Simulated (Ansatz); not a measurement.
**C4H11BO: basis-set convergence**

Aim: see how fast density functionals converge with the basis set for C4H11BO.

Computed with Ansatz 0.2.0, Gaussian basis. Level: one geometry, several basis sets.

Plan: PBE0-D4/def2-SVP; ωB97M-V/def2-SVP; PBE0-D4/def2-QZVPP; ωB97M-V/def2-QZVPP; the functionals' def2-TZVPP values are taken from earlier runs.

## Step 1: The relaxed structure

All runs share one geometry, relaxed beforehand with PBE0-D4 in a triple-zeta def2 set.

SMILES `CCB(O)CC`, 17 atoms, charge 0, spin multiplicity 1.

Atoms are counted from 1 here; the program's logs count them from 0.

Bond lengths: C1–C2 1.525 Å, C1–H7 1.093 Å, C1–H8 1.093 Å, C1–H9 1.093 Å, C2–B3 1.573 Å, C2–H10 1.102 Å, C2–H11 1.095 Å, B3–O4 1.365 Å, B3–C5 1.581 Å, O4–H12 0.961 Å, C5–C6 1.534 Å, C5–H13 1.098 Å, C5–H14 1.095 Å, C6–H15 1.092 Å, C6–H16 1.094 Å, C6–H17 1.093 Å. Angles: C2–C1–H7 111.4°, C2–C1–H8 111.7°, C2–C1–H9 111.7°, H7–C1–H8 107.2°, H7–C1–H9 107.2°, H8–C1–H9 107.3°, C1–C2–B3 116.8°, C1–C2–H10 108.8°, C1–C2–H11 110.8°, B3–C2–H10 104.9°, B3–C2–H11 109.8°, H10–C2–H11 104.9°, C2–B3–O4 116.0°, C2–B3–C5 123.9°, O4–B3–C5 120.1°, B3–O4–H12 113.0°, B3–C5–C6 111.1°, B3–C5–H13 110.6° and more.

## Step 2: PBE0-D4 in def2-SVP

The input, in.yaml:

```yaml
crystal:
  periodic: [false, false, false]
  atoms:
    - {symbol: C, position_ang: [-0.807127, -0.357827, -1.825917]}
    - {symbol: C, position_ang: [-0.253491, -1.371973, -0.830058]}
    - {symbol: B, position_ang: [0.290161, -0.803849, 0.532224]}
    - {symbol: O, position_ang: [0.128169, -1.607319, 1.624164]}
    - {symbol: C, position_ang: [0.993042, 0.604397, 0.681290]}
    - {symbol: C, position_ang: [-0.026909, 1.698547, 1.023546]}
    - {symbol: H, position_ang: [-1.714120, 0.120269, -1.446460]}
    - {symbol: H, position_ang: [-1.064042, -0.825620, -2.779418]}
    - {symbol: H, position_ang: [-0.086050, 0.436425, -2.037184]}
    - {symbol: H, position_ang: [0.607943, -1.883955, -1.287758]}
    - {symbol: H, position_ang: [-0.983256, -2.164792, -0.636967]}
    - {symbol: H, position_ang: [0.526196, -1.244626, 2.419987]}
    - {symbol: H, position_ang: [1.759404, 0.572221, 1.466644]}
    - {symbol: H, position_ang: [1.512687, 0.878689, -0.242604]}
    - {symbol: H, position_ang: [-0.783249, 1.798054, 0.241512]}
    - {symbol: H, position_ang: [-0.553161, 1.478584, 1.956633]}
    - {symbol: H, position_ang: [0.453803, 2.672765, 1.140385]}
basis:
  gaussian: {orbitals: def2-SVP}
hamiltonian: {xc: pbe0, dispersion: d4}
output: {orbitals: {seedname: orbitals}}
```

On the command line:

```console
$ ansatz run in.yaml --threads 8 --pin off --events-out ev --progress --plain --max-ram 18278MiB
```

The runs that follow: ωB97M-V in def2-SVP; PBE0-D4 in def2-QZVPP; ωB97M-V in def2-QZVPP.

**Question.** What will the summary of the whole plan be? Wanted: PBE0-D4: double and triple zeta above quadruple; ωB97M-V: double and triple zeta above quadruple.

As calculated:

```
                                       quantity          value
PBE0-D4: double and triple zeta above quadruple  8.23, 0.41 eV
ωB97M-V: double and triple zeta above quadruple  8.62, 0.39 eV
```

What this shows: For PBE0-D4 the step from double to triple zeta gains 7.82 eV and the next only 0.41 eV. These are total energies; as a rule much of such shifts cancels in differences, which this series doesn't test. The LUMO of ωB97M-V is positive and keeps falling with the basis (2.61 to 1.39 eV): an unbound level that the basis holds in place.
